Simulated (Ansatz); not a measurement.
# Al7C: the cost of one run

Method: DFT PBE, scalar-relativistic, plane waves, PAW, in Ansatz 0.2.0.

## 1. The system as given

The structure is cubic, space group P-43m (No. 215). Conventional cell: a = 5.414 Å, b = 5.414 Å, c = 5.414 Å, α = 90.00°, β = 90.00°, γ = 90.00°. Al (site symmetry 3m) is surrounded by 3 Al at 2.34 Å and 1 C at 2.37 Å. Al (site symmetry -42m) has 4 Al at 2.34 Å as nearest neighbours. Around C (site symmetry -43m) lie 4 Al at 2.37 Å.

Coordinates:

```
Al C
1.0
     5.41418    0.00000    0.00000
     0.00000    5.41418    0.00000
     0.00000    0.00000    5.41418
Al C
7 1
Cartesian
  1.3677 1.3677 1.3677
  0.0000 2.7071 2.7071
  2.7071 2.7071 0.0000
  2.7071 0.0000 2.7071
  4.0465 1.3677 4.0465
  4.0465 4.0465 1.3677
  1.3677 4.0465 4.0465
  0.0000 0.0000 0.0000
```

The cell is invented: species swapped into a database cell of Si7Ge (P-43m, No. 215), with Al on the Si sites and C on the Ge sites. The dimensions are guesses.

## 2. A first look at the guess

File input.yaml:

```yaml
crystal:
  lattice:
    - [5.41417668, 0.0, 0.0]
    - [0.0, 5.41417668, 0.0]
    - [0.0, 0.0, 5.41417668]
  atoms:
    - { symbol: Al, position: [0.25261521, 0.25261521, 0.25261521] }
    - { symbol: Al, position: [0.0, 0.5, 0.5] }
    - { symbol: Al, position: [0.5, 0.5, 0.0] }
    - { symbol: Al, position: [0.5, 0.0, 0.5] }
    - { symbol: Al, position: [0.74738479, 0.25261521, 0.74738479] }
    - { symbol: Al, position: [0.74738479, 0.74738479, 0.25261521] }
    - { symbol: Al, position: [0.25261521, 0.74738479, 0.74738479] }
    - { symbol: C, position: [0.0, 0.0, 0.0] }
basis:
  ecutwfc: 420
kpoints:
  mp_grid: { grid: [4, 4, 4] }
hamiltonian:
  xc: pbe
scf:
  occupations: { method: gaussian, width: 0.1 }
  lower_state_search: "off"
output:
  forces: true
  stress: true
  eigenvalues: true
```

Run with:

```
$ ansatz run input.yaml --threads 1 --pin off --max-ram 2048MiB --backend cpu --events-out ev --progress --plain --runs-dir out
```

**Question.** How long does this run take on 1 thread of Arm Neoverse V1, shared host, and how much memory does it need?

About 3 s, with a peak of 0.31 GiB.
